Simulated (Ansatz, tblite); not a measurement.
# Sn30H36 off sphere (Sn₃₀H₃₆): which spin state is lowest

Aim: set other spin states of Sn30H36 off sphere (Sn₃₀H₃₆) against its singlet, on many levels of theory.

Method: as each input shows; program: Ansatz 0.2.0, Gaussian basis.

The runs, in order: triplet, at the geometry of the singlet (GFN1-xTB, GFN2-xTB, PBE0-D4/def2-SVP, PBE-D4/def2-SVP); the singlet's energies come from earlier runs.

2 further runs of the same task are left out: 1 for a known fault of the program, 1 set aside as unsound or not needed. Runs told in other sessions of the task aren't counted.

### Step 1. The relaxed structure

The singlet was relaxed beforehand with PBE-D4/def2-SVP.

66 atoms, charge 0, spin multiplicity 1.

Bond lengths: Sn1–Sn15 2.823 Å, Sn1–Sn17 2.816 Å, Sn1–H31 1.740 Å, Sn1–H32 1.737 Å, Sn2–Sn16 2.822 Å, Sn2–Sn18 2.819 Å, Sn2–H33 1.740 Å, Sn2–H34 1.737 Å, Sn3–Sn15 2.824 Å, Sn3–Sn20 2.819 Å, Sn3–Sn21 2.820 Å, Sn3–H35 1.746 Å, Sn4–Sn19 2.824 Å, Sn4–Sn20 2.822 Å, Sn4–Sn22 2.824 Å, Sn4–H36 1.746 Å, Sn5–Sn16 2.826 Å, Sn5–Sn23 2.819 Å and more. Angles: Sn15–Sn1–Sn17 111.5°, Sn15–Sn1–H31 109.1°, Sn15–Sn1–H32 110.1°, Sn17–Sn1–H31 109.8°, Sn17–Sn1–H32 108.9°, H31–Sn1–H32 107.3°, Sn16–Sn2–Sn18 108.5°, Sn16–Sn2–H33 109.1°, Sn16–Sn2–H34 111.1°, Sn18–Sn2–H33 109.4°, Sn18–Sn2–H34 111.3°, H33–Sn2–H34 107.4°, Sn15–Sn3–Sn20 110.8°, Sn15–Sn3–Sn21 109.5°, Sn15–Sn3–H35 109.0°, Sn20–Sn3–Sn21 108.2°, Sn20–Sn3–H35 109.9°, Sn21–Sn3–H35 109.4° and more.

Sn takes a core potential in the def2 sets. No spin-orbit coupling is included.

### Step 2. Triplet at the fixed geometry, GFN1-xTB

Tight binding, by tblite at 300 K electronic temperature and without a spin-polarisation term:

```python
tblite.interface.Calculator('GFN1-xTB', numbers, positions, charge=0, uhf=2).singlepoint()
```

Energy -2594.1163 eV; 1.1 s.

### Step 3. Triplet at the fixed geometry, GFN2-xTB

Tight binding, by tblite at 300 K electronic temperature and without a spin-polarisation term:

```python
tblite.interface.Calculator('GFN2-xTB', numbers, positions, charge=0, uhf=2).singlepoint()
```

Energy -2237.6241 eV; 2.8 s.

### Step 4. Triplet at the fixed geometry, PBE0-D4/def2-SVP

The input, in.yaml:

```yaml
crystal:
  periodic: [false, false, false]
  atoms:
    - {symbol: Sn, position_ang: [-5.037734, -1.588576, 2.167834]}
    - {symbol: Sn, position_ang: [-5.064438, 1.867650, -1.348094]}
    - {symbol: Sn, position_ang: [-1.757390, -4.799503, 2.010696]}
    - {symbol: Sn, position_ang: [1.470123, -4.761310, -1.238371]}
    - {symbol: Sn, position_ang: [-1.753647, 1.760718, -4.516241]}
    - {symbol: Sn, position_ang: [1.465988, -1.467698, -4.513792]}
    - {symbol: Sn, position_ang: [-1.792919, -1.475738, -1.218201]}
    - {symbol: Sn, position_ang: [-1.820017, 1.825484, 2.005599]}
    - {symbol: Sn, position_ang: [1.471008, -1.474977, 2.043038]}
    - {symbol: Sn, position_ang: [1.481287, 1.791332, -1.215910]}
    - {symbol: Sn, position_ang: [-1.866051, 5.066355, -1.347633]}
    - {symbol: Sn, position_ang: [1.599453, 5.041794, 2.158321]}
    - {symbol: Sn, position_ang: [4.758238, -1.477817, -1.235146]}
    - {symbol: Sn, position_ang: [4.801306, 1.745712, 2.018158]}
    - {symbol: Sn, position_ang: [-3.394906, -3.110372, 0.449088]}
    - {symbol: Sn, position_ang: [-3.404289, 0.165516, -2.867548]}
    - {symbol: Sn, position_ang: [-3.535613, 0.284358, 3.639312]}
    - {symbol: Sn, position_ang: [-3.434125, 3.435597, 0.334288]}
    - {symbol: Sn, position_ang: [-0.141052, -3.094998, -2.852351]}
    - {symbol: Sn, position_ang: [-0.145538, -6.426892, 0.367693]}
    - {symbol: Sn, position_ang: [-0.065040, -3.234501, 3.635137]}
    - {symbol: Sn, position_ang: [3.082989, -3.089939, 0.368385]}
    - {symbol: Sn, position_ang: [-0.143562, 0.147289, -6.175319]}
    - {symbol: Sn, position_ang: [-0.159145, 3.407249, -2.862139]}
    - {symbol: Sn, position_ang: [3.095454, 0.136209, -2.851527]}
    - {symbol: Sn, position_ang: [-0.164924, 0.165991, 0.416255]}
    - {symbol: Sn, position_ang: [-0.277327, 3.546439, 3.632285]}
    - {symbol: Sn, position_ang: [3.229437, 0.057659, 3.640605]}
    - {symbol: Sn, position_ang: [3.121601, 3.388161, 0.451161]}
    - {symbol: Sn, position_ang: [6.425871, 0.135293, 0.371863]}
    - {symbol: H, position_ang: [-5.871903, -2.660877, 3.255800]}
    - {symbol: H, position_ang: [-6.245100, -0.744919, 1.247691]}
    - {symbol: H, position_ang: [-5.951901, 2.907756, -2.424239]}
    - {symbol: H, position_ang: [-6.224234, 0.956095, -0.431834]}
    - {symbol: H, position_ang: [-2.771683, -5.796752, 3.022989]}
    - {symbol: H, position_ang: [2.498164, -5.727925, -2.266516]}
    - {symbol: H, position_ang: [-2.776318, 2.785026, -5.494392]}
    - {symbol: H, position_ang: [2.494573, -2.496480, -5.480165]}
    - {symbol: H, position_ang: [-2.905277, 5.948902, -2.428683]}
    - {symbol: H, position_ang: [-0.958710, 6.229521, -0.431324]}
    - {symbol: H, position_ang: [0.759285, 6.245428, 1.229938]}
    - {symbol: H, position_ang: [2.669334, 5.880745, 3.245069]}
    - {symbol: H, position_ang: [5.725338, -2.506267, -2.262545]}
    - {symbol: H, position_ang: [5.800416, 2.757659, 3.030917]}
    - {symbol: H, position_ang: [-4.409243, -4.105822, -0.565427]}
    - {symbol: H, position_ang: [-4.382367, -0.869403, -3.877874]}
    - {symbol: H, position_ang: [-4.607939, 1.358953, 4.489939]}
    - {symbol: H, position_ang: [-2.595245, -0.553333, 4.835752]}
    - {symbol: H, position_ang: [-4.438215, 4.440700, 1.348553]}
    - {symbol: H, position_ang: [-1.181371, -4.081276, -3.850466]}
    - {symbol: H, position_ang: [-1.136804, -7.447043, -0.631328]}
    - {symbol: H, position_ang: [0.846121, -7.470473, 1.342968]}
    - {symbol: H, position_ang: [1.028236, -4.271588, 4.505739]}
    - {symbol: H, position_ang: [-0.982177, -2.348658, 4.815481]}
    - {symbol: H, position_ang: [4.078640, -4.089196, 1.399351]}
    - {symbol: H, position_ang: [-1.134865, -0.840582, -7.207257]}
    - {symbol: H, position_ang: [0.848662, 1.136427, -7.205053]}
    - {symbol: H, position_ang: [0.876535, 4.386152, -3.871014]}
    - {symbol: H, position_ang: [4.084708, 1.174382, -3.849018]}
    - {symbol: H, position_ang: [0.558024, 2.609198, 4.832881]}
    - {symbol: H, position_ang: [-1.351127, 4.622607, 4.478828]}
    - {symbol: H, position_ang: [2.340902, 0.978143, 4.816274]}
    - {symbol: H, position_ang: [4.261222, -1.036379, 4.516499]}
    - {symbol: H, position_ang: [4.124011, 4.394243, -0.564944]}
    - {symbol: H, position_ang: [7.473091, -0.856897, 1.342558]}
    - {symbol: H, position_ang: [7.441381, 1.129648, -0.628895]}
basis:
  gaussian: {orbitals: def2-SVP, fitting: {mean_field: def2-universal-jkfit}}
magnetization: {spin_polarized: true, initial_magnetization: 2}
hamiltonian: {xc: pbe0, dispersion: d4}
scf: {omitted_lower_state_checks: [starts]}
output: {orbitals: {seedname: orbitals}}
```

Command:

```console
> ansatz run in.yaml --threads 11 --pin off --events-out ev --progress --plain --max-ram 174080MiB --backend cuda --devices 0, --max-vram 75GiB
```

Standard output:

```text
Functional definition: PBE0
  name "PBE0"
  cite "Adamo & Barone, J. Chem. Phys. 110, 6158 (1999) doi:10.1063/1.478522"
  cite "Perdew, Burke & Ernzerhof, Phys. Rev. Lett. 77, 3865 (1996) doi:10.1103/PhysRevLett.77.3865"
  parent pbe
  parameter a = 0.25
  parameter kappa = 0.804
  parameter beta = 0.06672455060314922
  exchange = (1 - a)*pbe_x(kappa = kappa, mu = beta*pi^2/3) + a*exact_x
  correlation = pbe_c(beta = beta)
these checks for a lower state are left out or cut short: starts
7188 factors; integrals over basis functions are off by at most 3.3e-1 eV
mean field evaluation 1: about -175548.1087 eV, gradient 2.3e1 eV
mean field evaluation 2: about -175545.4093 eV, gradient 2.9e1 eV
mean field evaluation 4: about -175551.3117 eV, gradient 4.3e0 eV
mean field evaluation 8: about -175551.4582 eV, gradient 1.1e0 eV
mean field evaluation 16: about -175551.6041 eV, gradient 3.0e-1 eV
mean field evaluation 32: about -175551.6159 eV, gradient 9.3e-6 eV
mean field -175551.61589607 eV, -6451.4028910216 hartree, gradient 9.3e-6 eV, S^2 2.005462; 0 other end points of the search recorded, 0 dependent functions left out
reference -175551.61601683 eV, -6451.4028954595 hartree; 349, 347 occupied and 611, 613 virtual orbitals, 7188 factors
Total energy: -175557.01655718 eV, -6451.6013616566 hartree
Checks for a lower state left out: starts
```

Run time: 73 s. Hardware: 1 × H100 with 11 threads of AMD EPYC 7R13, shared host; peak host memory 2 GiB.

Report: HOMO -3.34 eV, LUMO -5.60 eV (over both spins; with the spin held, an empty level of the minority spin lies below the top filled one); ⟨S²⟩ 2.005 (pure: 2.00).

### Step 5. Triplet at the fixed geometry, PBE-D4/def2-SVP

start.molden holds the orbitals of an earlier run on this state, given as this run's starting guess.

in.yaml: that of step 4 with these lines changed.

```diff
@@ -70,5 +70,5 @@
 basis:
-  gaussian: {orbitals: def2-SVP, fitting: {mean_field: def2-universal-jkfit}}
+  gaussian: {orbitals: def2-SVP, fitting: {mean_field: def2-universal-jkfit}, initial_orbitals: start.molden}
 magnetization: {spin_polarized: true, initial_magnetization: 2}
-hamiltonian: {xc: pbe0, dispersion: d4}
+hamiltonian: {xc: pbe, dispersion: d4}
 scf: {omitted_lower_state_checks: [starts]}
```

Launched as before.

Standard output:

```text
Functional definition: PBE
  name "PBE"
  cite "Perdew, Burke & Ernzerhof, Phys. Rev. Lett. 77, 3865 (1996) doi:10.1103/PhysRevLett.77.3865"
  parent pbe
  parameter kappa = 0.804
  parameter beta = 0.06672455060314922
  exchange = pbe_x(kappa = kappa, mu = beta*pi^2/3)
  correlation = pbe_c(beta = beta)
these checks for a lower state are left out or cut short: starts
7188 factors; integrals over basis functions are off by at most 3.3e-1 eV
mean field evaluation 1: about -175541.1709 eV, gradient 1.1e1 eV
mean field evaluation 2: about -175542.1848 eV, gradient 8.5e-1 eV
mean field evaluation 4: about -175542.2329 eV, gradient 1.8e-1 eV
mean field evaluation 8: about -175542.2376 eV, gradient 1.8e-2 eV
mean field evaluation 16: about -175542.2494 eV, gradient 2.2e-4 eV
mean field -175542.24939679 eV, -6451.0586785219 hartree, gradient 2.8e-6 eV, S^2 2.001138; 0 other end points of the search recorded, 0 dependent functions left out
reference -175542.24955848 eV, -6451.0586844639 hartree; 349, 347 occupied and 611, 613 virtual orbitals, 7188 factors
Total energy: -175548.00171456 eV, -6451.2700723008 hartree
Checks for a lower state left out: starts
```

It took 29 s on 1 × H100 with 11 threads of AMD EPYC 7R13, shared host; peak host memory 1.9 GiB.

From the report: HOMO -3.14 eV, LUMO -5.69 eV (over both spins; with the spin held, an empty level of the minority spin lies below the top filled one); ⟨S²⟩ 2.001 (pure: 2.00).

### Step 6. Triplet less singlet, vertical

The singlet's energies are those of its earlier runs, whose logs aren't repeated here.

```csv
level,"triplet less singlet, vertical (kJ/mol)",time
GFN1-xTB,+102.7,1.9 s
GFN2-xTB,+60.6,5.4 s
PBE-D4/def2-SVP,+249.2,40 s
PBE0-D4/def2-SVP,+312.1,93 s
```

Times add the two runs; a level without a time comes out of a correlated run. Tight binding without a spin term can't rank spin states.

### Step 7. What came out

| quantity | value |
| --- | --- |
| triplet less singlet, vertical, functionals in def2-SVP | +249.2 (PBE-D4) to +312.1 kJ/mol (PBE0-D4) |

In words: All functionals put the triplet above the singlet, over a spread of 62.9 kJ/mol. The checks for a lower triplet were left out, so another state of that spin may lie lower. These are electronic energies, without zero-point motion, entropy or surroundings.
